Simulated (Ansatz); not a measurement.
TaWC2:

```
CELL_PARAMETERS angstrom
1.57186 0.90751 5.10162
-1.57186 0.90751 5.10162
0.00000 -1.81502 5.10162
ATOMIC_POSITIONS crystal
W 0.00000 0.00000 0.00000
Ta 0.50000 0.50000 0.50000
C 0.25093 0.25093 0.25093
C 0.74907 0.74907 0.74907
```

The cell comes from a database or a generator and needn't be the stable form of this composition.

Base run:

| Property | Result |
| --- | --- |
| Program | Ansatz 0.2.0 |
| Functional | PBEsol |
| Potentials or basis | JTH PAW |
| Cutoff | 1290 eV |
| Density cutoff | 10320 eV |
| k mesh | 10 × 10 × 10 |
| Occupations | fermi-dirac, width 0.05 eV |
| Spin | no spin polarisation |

Its results: band gap on the k mesh none (metal or under the smearing width); pressure -10.1 GPa; largest force 0.063 eV/Å.

Question: The run is repeated on the same cell with these changes: potentials or basis from JTH PAW to PseudoDojo stringent (PBEsol files); cutoff from 1290 eV to 1796 eV; density cutoff from 10320 eV to 7184 eV; valence electrons from 35 to 49. What comes out?

Answer: Band gap on the k mesh none (metal or under the smearing width); pressure -10.8 GPa; largest force 0.062 eV/Å.

Not every run made on this cell is shown here.
